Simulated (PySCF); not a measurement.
# C14H8: the cost of one run

The runs use PySCF 2.14.0, with density-fitted response routines of our own; the level of theory stands in each step. All values are computed, except where a source is named. Atoms count from 0, in the outputs and in this text.

### Step 1. Starting geometry

22 atoms, charge 0, multiplicity 1; geometry from: GFN2-xTB.

Bonds of the start (Å): C0–C1 1.20, C1–C2 1.42, C2–C3 1.41, C3–C4 1.36, C4–C5 1.41, C5–C6 1.41, C6–C7 1.38, C7–C8 1.42, C8–C9 1.20, C7–C10 1.41, C10–C11 1.36, C11–C12 1.41, C12–C13 1.41, C13–C2 1.38, C12–C5 1.42, C0–H14 1.05, C3–H15 1.08, C4–H16 1.08, C6–H17 1.08, C9–H18 1.05, C10–H19 1.08, C11–H20 1.08, C13–H21 1.08.

### Step 2. Geometry optimisation at PBE0-D3(BJ)/def2-SVP

What the job is given:

```
{"job": {"xc": "PBE0", "basis": "def2-SVP", "d3": "d3bj", "grid": 1, "kind": "geom"}, "charge": 0, "multiplicity": 1}
C      5.027760     0.013420    -0.865910
C      3.865400    -0.103890    -0.588930
C      2.494190    -0.242880    -0.267270
C      2.065270    -1.350950     0.499600
C      0.747100    -1.500210     0.814170
C     -0.214040    -0.557120     0.386050
C     -1.577850    -0.690200     0.699410
C     -2.493740     0.244560     0.269960
C     -3.865730     0.102680     0.586990
C     -5.029850    -0.021160     0.853530
C     -2.064430     1.354070    -0.494620
C     -0.746560     1.502200    -0.811000
C      0.214410     0.558500    -0.383840
C      1.578210     0.691520    -0.697310
H      6.043330     0.117780    -1.107500
H      2.800070    -2.071660     0.828010
H      0.416290    -2.347000     1.399010
H     -1.906650    -1.538510     1.283320
H     -6.046580    -0.129830     1.088220
H     -2.798800     2.076370    -0.820480
H     -0.415870     2.348570    -1.396500
H      1.906520     1.538050    -1.284060
```

Q: Estimate the wall time of this first job on 8 threads of Arm Neoverse N1, shared host.

About 3.7 min.
